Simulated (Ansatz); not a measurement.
# HBr (singlet): wave-function methods side by side at distance Br1–H2 = 1.702 Å, cc-pVDZ

The task here is to estimate one member of a computed series from the others.

Method: cc-pVDZ, core rule «outside noble gas», up to 14 orbitals frozen; program: Ansatz 0.2.0, Gaussian basis.

Plan: UHF; CCSD(T) on RHF; BCCD(T) on RHF; CISD; CCSDT(Q) on RHF; CISDTQ; CCSDTQ on RHF; CASSCF and MRCISD+Q, 2 electrons in 2 orbitals; CASSCF and NEVPT2, 2 electrons in 2 orbitals; CASSCF and MRCISD+Q, 8 electrons in 5 orbitals; CASSCF and NEVPT2, 8 electrons in 5 orbitals; Full CI.

16 further runs of the same task are left out: 13 that didn't finish, 3 set aside as unsound or not needed.

### The geometry

The geometry derives from a PBE0/def2-TZVP stationary point (not a proven minimum). One bond is set to the value named and the two fragments are kept rigid. No spin-orbit coupling is included. The filled d shell of Br may be among the frozen orbitals whatever the setting's name suggests; the logs give the count.

2 atoms, charge 0, spin multiplicity 1.

Atoms are counted from 1 here; the program's logs count them from 0.

Bond lengths: Br1–H2 1.702 Å.

Set-up of the first run:

The input, in.yaml:

```yaml
crystal:
  periodic: [false, false, false]
  atoms:
    - {symbol: Br, position_ang: [0.000000, 0.000000, 0.000000]}
    - {symbol: H, position_ang: [0.000000, 0.000000, 1.702000]}
basis:
  gaussian: {orbitals: cc-pVDZ}
magnetization: {spin_polarized: true, initial_magnetization: 0}
hamiltonian: {xc: hf}
output: {orbitals: {seedname: orbitals}}
```

The run is started by

```bash
$ ansatz run in.yaml --threads 1 --pin off --events-out ev --progress --plain --max-ram 2393MiB
```

Steps of the session up to this table: UHF; CCSD(T) on RHF; BCCD(T) on RHF; CISD; CCSDT(Q) on RHF; CISDTQ; CCSDTQ on RHF; CASSCF and MRCISD+Q, 2 electrons in 2 orbitals; CASSCF and NEVPT2, 2 electrons in 2 orbitals; CASSCF and MRCISD+Q, 8 electrons in 5 orbitals; CASSCF and NEVPT2, 8 electrons in 5 orbitals; Full CI.

One of the session's tables, all rows but one given; the rest of the session is left out.

```
          method  from FCI (kcal/mol)
             RHF               +93.38
            RMP2               +12.87
            CISD                +5.87
           RCCSD                +1.93
        RCCSD(T)                +0.38
         BCCD(T)                +0.38
          RCCSDT                +0.19
          CISDTQ                +0.14
       RCCSDT(Q)                +0.02
         RCCSDTQ                +0.01
     CASSCF pair               +77.13
     NEVPT2 pair                    ?
  CASSCF valence               +76.47
  NEVPT2 valence               +16.83
  MRCISD valence                +3.50
MRCISD+Q valence                -0.30
             FCI                    0
```

Estimate the missing values for NEVPT2 pair.

**Answer.** from FCI (kcal/mol): +9.55. In the column «from FCI (kcal/mol)» it lies between CISD (+5.87) and RMP2 (+12.87).

Not comparable, so not listed: CASSCF and MRCISD+Q, 2 electrons in 2 orbitals (they don't share determinant, frozen orbitals or solution with the rows shown, or repeat one).

Limits of these values: MRCISD+Q valence falls below full CI: the +Q correction isn't variational, and the cores differ from full CI's. Warnings in the runs' records: passed over end.
